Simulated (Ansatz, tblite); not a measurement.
# The cluster Li₆Al₂: one state, many levels

An exercise on one series of results from a longer session: the logs are not shown, and one member is left open.

Method: as each input shows; program: Ansatz 0.2.0, Gaussian basis.

Plan: GFN1-xTB, GFN2-xTB, PBE-D4/def2-TZVP, r2SCAN-D4/def2-TZVP, revPBE-D4/def2-TZVP, B97M-V/def2-TZVP, BHLYP-D4/def2-TZVP, PBE-QIDH/def2-TZVP, HSE06-D4/def2-TZVP, B2PLYP/def2-TZVP, CAM-B3LYP-D4/def2-TZVP, PBE-D4/def2-SVP, PBE0-D4/def2-SVP, HF/STO-3G, PBE0-D4/def2-TZVPD, PBE-D4/def2-TZVPD, r2SCAN-D4/def2-TZVPD, CCSD(T)/def2-TZVPP, MP2/def2-TZVP, RPA/def2-TZVP.

## The geometry

The singlet was relaxed beforehand with PBE-D4/def2-SVP. At that level it is the lowest of the isomers that a small search found.

8 atoms, charge 0, spin multiplicity 1.

Bond lengths: Al1–Li3 2.693 Å, Al1–Li4 2.641 Å, Al1–Li6 2.721 Å, Al1–Li7 2.640 Å, Al1–Li8 2.720 Å, Al2–Li4 2.638 Å, Al2–Li5 2.691 Å, Al2–Li6 2.720 Å, Al2–Li7 2.640 Å, Al2–Li8 2.720 Å, Li4–Li7 2.997 Å, Li6–Li8 2.794 Å. Angles: Li3–Al1–Li4 145.1°, Li3–Al1–Li6 78.3°, Li3–Al1–Li7 145.5°, Li3–Al1–Li8 78.3°, Li4–Al1–Li6 119.7°, Li4–Al1–Li7 69.1°, Li4–Al1–Li8 84.8°, Li6–Al1–Li7 85.3°, Li6–Al1–Li8 61.8°, Li7–Al1–Li8 119.8° and more.

PBE0-D4/def2-TZVP was run before; its log isn't repeated, and its numbers join the tables.

The first run:

Tight binding, by tblite at 300 K electronic temperature and without a spin-polarisation term:

```python
tblite.interface.Calculator('GFN1-xTB', numbers, positions, charge=0, uhf=0).singlepoint()
```

Tight binding, by tblite at 300 K electronic temperature and without a spin-polarisation term:

```python
tblite.interface.Calculator('GFN2-xTB', numbers, positions, charge=0, uhf=0).singlepoint()
```

start.molden holds the orbitals of an earlier run on this state, given as this run's starting guess.

File in.yaml:

```yaml
crystal:
  periodic: [false, false, false]
  atoms:
    - {symbol: Al, position_ang: [0.785029, 1.205846, -0.184944]}
    - {symbol: Al, position_ang: [-0.195046, -1.220814, -0.755231]}
    - {symbol: Li, position_ang: [0.355273, 2.850685, 1.903327]}
    - {symbol: Li, position_ang: [2.351837, -0.676246, -1.174060]}
    - {symbol: Li, position_ang: [-1.924110, -2.800395, 0.569293]}
    - {symbol: Li, position_ang: [-1.790253, 0.614200, 0.464343]}
    - {symbol: Li, position_ang: [0.076042, 0.593639, -2.653031]}
    - {symbol: Li, position_ang: [0.341228, -0.566915, 1.830323]}
basis:
  gaussian: {orbitals: def2-TZVP, initial_orbitals: start.molden}
hamiltonian: {xc: pbe, dispersion: d4}
scf: {omitted_lower_state_checks: [starts]}
output: {orbitals: {seedname: orbitals}}
```

Command:

```console
> ansatz run in.yaml --threads 4 --pin off --events-out ev --progress --plain --max-ram 3916MiB
```

Steps of the session up to this table: PBE-D4/def2-TZVP; r2SCAN-D4/def2-TZVP; revPBE-D4/def2-TZVP; B97M-V/def2-TZVP; BHLYP-D4/def2-TZVP; PBE-QIDH/def2-TZVP; HSE06-D4/def2-TZVP; B2PLYP/def2-TZVP; CAM-B3LYP-D4/def2-TZVP; PBE-D4/def2-SVP; PBE0-D4/def2-SVP; HF/STO-3G; PBE0-D4/def2-TZVPD; PBE-D4/def2-TZVPD; r2SCAN-D4/def2-TZVPD; CCSD(T)/def2-TZVPP; MP2/def2-TZVP; RPA/def2-TZVP.

One of the session's tables, all rows but one given; the rest of the session is left out.

It belongs to the step «Levels side by side». 

| level | HOMO (eV) | gap (eV) |
| --- | --- | --- |
| HF/STO-3G | -2.87 | 4.76 |
| PBE-D4/def2-SVP | -2.53 | 0.38 |
| PBE-D4/def2-TZVP | -2.62 | 0.38 |
| PBE-D4/def2-TZVPD | -2.64 | 0.37 |
| revPBE-D4/def2-TZVP | -2.60 | 0.40 |
| r2SCAN-D4/def2-TZVP | -2.56 | 0.50 |
| r2SCAN-D4/def2-TZVPD | -2.58 | 0.48 |
| B97M-V/def2-TZVP | -2.51 | 0.46 |
| PBE0-D4/def2-SVP | -2.95 | 1.34 |
| PBE0-D4/def2-TZVP | -3.04 | 1.33 |
| PBE0-D4/def2-TZVPD | ? | ? |
| HSE06-D4/def2-TZVP | -2.73 | 0.68 |
| BHLYP-D4/def2-TZVP | -3.33 | 2.28 |
| CAM-B3LYP-D4/def2-TZVP | -3.67 | 2.80 |

Q: Estimate the row for PBE0-D4/def2-TZVPD from the others.

The run gave: HOMO (eV): -3.05; gap (eV): 1.30. In the column «HOMO (eV)» it lies between BHLYP-D4/def2-TZVP (-3.33) and PBE0-D4/def2-TZVP (-3.04).
